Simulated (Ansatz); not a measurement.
# Ti3W2C5: the cost of one run

Method: DFT PBE, scalar-relativistic, plane waves, PAW, in Ansatz 0.2.0.

2 further runs of the same task are left out: 2 that didn't finish. Runs told in other sessions of the task aren't counted.

### 1 The system as given

It takes space group I4/mmm (No. 139, tetragonal). Conventional cell: a = 3.075 Å, b = 3.075 Å, c = 21.622 Å, α = 90.00°, β = 90.00°, γ = 90.00°. Around Ti (site symmetry 4mm) lie 6 C at 2.14 to 2.18 Å. Ti (site symmetry 4/mmm) has 6 C at 2.17 Å in its first shell of neighbours. Around W (site symmetry 4mm) lie 6 C at 2.16 to 2.17 Å. Around C (site symmetry 4mm) lie 2 Ti at 2.17 to 2.18 Å and 4 W at 2.17 Å. Around C (site symmetry 4/mmm) lie 2 W at 2.16 Å and 4 Ti at 2.17 Å. C (site symmetry 4mm) has 5 Ti at 2.14 to 2.17 Å and 1 W at 2.16 Å in its first shell of neighbours.

As a file:

```
Ti W C
1.0
    -1.53761    1.53761   10.81106
     1.53761   -1.53761   10.81106
     1.53761    1.53761  -10.81106
Ti W C
3 2 5
Direct
  0.79871 0.79871 0.00000
  0.00000 0.00000 0.00000
  0.20129 0.20129 0.00000
  0.40023 0.40023 0.00000
  0.59977 0.59977 0.00000
  0.89976 0.89976 0.00000
  0.50000 0.50000 0.00000
  0.10024 0.10024 0.00000
  0.69969 0.69969 0.00000
  0.30031 0.30031 0.00000
```

The cell was relaxed beforehand at this level, from a generated guess; it is a trial structure. At a tolerance of 0.05 Å it has space group I4/mmm (No. 139); it has 10.22 Å³/atom, an uncorrected energy of -0.50 eV/atom over the elements.

### 2 Bands, states and charges

input.yaml reads:

```yaml
crystal:
  lattice:
    - [-1.537607474, 1.537607474, 10.8110649129]
    - [1.537607474, -1.537607474, 10.8110649129]
    - [1.537607474, 1.537607474, -10.8110649129]
  atoms:
    - { symbol: Ti, position: [0.7987090239, 0.7987090239, 0.0] }
    - { symbol: Ti, position: [0.0, 0.0, 0.0] }
    - { symbol: Ti, position: [0.2012909761, 0.2012909761, 0.0] }
    - { symbol: W, position: [0.4002329567, 0.4002329567, 0.0] }
    - { symbol: W, position: [0.5997670433, 0.5997670433, 0.0] }
    - { symbol: C, position: [0.8997564898, 0.8997564898, 0.0] }
    - { symbol: C, position: [0.5, 0.5, 0.0] }
    - { symbol: C, position: [0.1002435102, 0.1002435102, 0.0] }
    - { symbol: C, position: [0.6996886863, 0.6996886863, 0.0] }
    - { symbol: C, position: [0.3003113137, 0.3003113137, 0.0] }
basis:
  ecutwfc: 420
kpoints:
  mp_grid: { grid: [18, 18, 18] }
  band_path:
    path:
      - [[0.0, 0.0, 0.0], [0.0, 0.0, 0.5], [0.25, 0.25, 0.25], [0.0, 0.5, 0.0], [0.0, 0.0, 0.0], [0.5, 0.5, -0.5], [0.25505701, 0.74494299, -0.25505701]]
      - [[-0.25505701, 0.25505701, 0.25505701], [0.0, 0.0, 0.0]]
      - [[0.0, 0.0, 0.5], [-0.01011402, 0.01011402, 0.5]]
      - [[0.5, 0.5, -0.01011402], [0.5, 0.5, -0.5]]
    npoints: 14
hamiltonian:
  xc: pbe
scf:
  occupations: { method: gaussian, width: 0.1 }
  n_extra_bands: 25
output:
  forces: true
  stress: true
  eigenvalues: true
  populations: true
  dos: { projected: true, de: 0.02, nscf_kmesh: { grid: [22, 22, 22] } }
  bader: true
  write_density: true
  write_potential: true
  elf: true
  volumetric_format: npy
```

Command:

```
> ansatz run input.yaml --threads 4 --pin off --max-ram 8192MiB --backend cpu --events-out ev --progress --plain --runs-dir out
```

What time and memory should one allow on 4 threads of Arm Neoverse V1, shared host?

About 3.3 min, with a peak of 3.5 GiB.
